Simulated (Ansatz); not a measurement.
**ZrSi (septet): the correlation ladder, def2-TZVPP**

The task here is to estimate one member of a computed series from the others.

Program: Ansatz 0.2.0, Gaussian basis. Level of theory: def2-TZVPP, core rule «outside noble gas», up to 9 orbitals frozen. These are calculated values, not measurements.

To be run: UHF; CCSD(T) on ROHF; CCSD(T) on UHF; CCSDT(Q) on ROHF; CCSDT(Q) on UHF.

16 further runs of the same task are left out: 11 for a known fault of the program, 5 set aside as unsound or not needed.

**The geometry**

The geometry is a PBE0/def2-TZVP stationary point (not a proven minimum) of the parent state, kept for this charge and spin. No spin-orbit coupling is included. Elements past krypton take def2 core potentials.

2 atoms, charge 0, spin multiplicity 7.

Atoms are counted from 1 here; the program's logs count them from 0.

Bond lengths: Zr1–Si2 2.518 Å.

Geometry (Å):

```xyz
2

Zr    0.00000    0.00000    0.00000
Si    0.00000    0.00000    2.51820
```

Set-up of the first run:

in.yaml reads:

```yaml
crystal:
  periodic: [false, false, false]
  atoms:
    - {symbol: Zr, position_ang: [0.000000, 0.000000, 0.000000]}
    - {symbol: Si, position_ang: [0.000000, 0.000000, 2.518200]}
basis:
  gaussian: {orbitals: def2-TZVPP}
magnetization: {spin_polarized: true, initial_magnetization: 6}
hamiltonian: {xc: hf}
output: {orbitals: {seedname: orbitals}}
```

Command:

```console
ansatz run in.yaml --threads 1 --pin off --events-out ev --progress --plain --max-ram 2816MiB --backend cpu
```

Steps of the session up to this table: UHF; CCSD(T) on ROHF; CCSD(T) on UHF; CCSDT(Q) on ROHF; CCSDT(Q) on UHF.

One of the session's tables, all rows but one given; the rest of the session is left out.

| method | from RCCSDT(Q) (meV) |
| --- | --- |
| ROHF | ? |
| UHF | +3729.4 |
| RMP2 | +833.8 |
| UMP2 | +749.2 |
| RCCSD | +254.5 |
| UCCSD | +163.2 |
| RCCSD(T) | +52.1 |
| UCCSD(T) | -35.2 |
| RCCSDT | +12.2 |
| UCCSDT | -72.8 |
| RCCSDT(Q) | 0 |
| UCCSDT(Q) | -85.4 |

**Question.** Estimate the row for ROHF.

As computed: from RCCSDT(Q) (meV): +3855.4. In the column «from RCCSDT(Q) (meV)» it is the highest.

Limits of these values: Restricted and unrestricted rows rest on different reference determinants; where their highest levels disagree by more than a few hundredths of an eV, they describe different states and don't form one ladder.
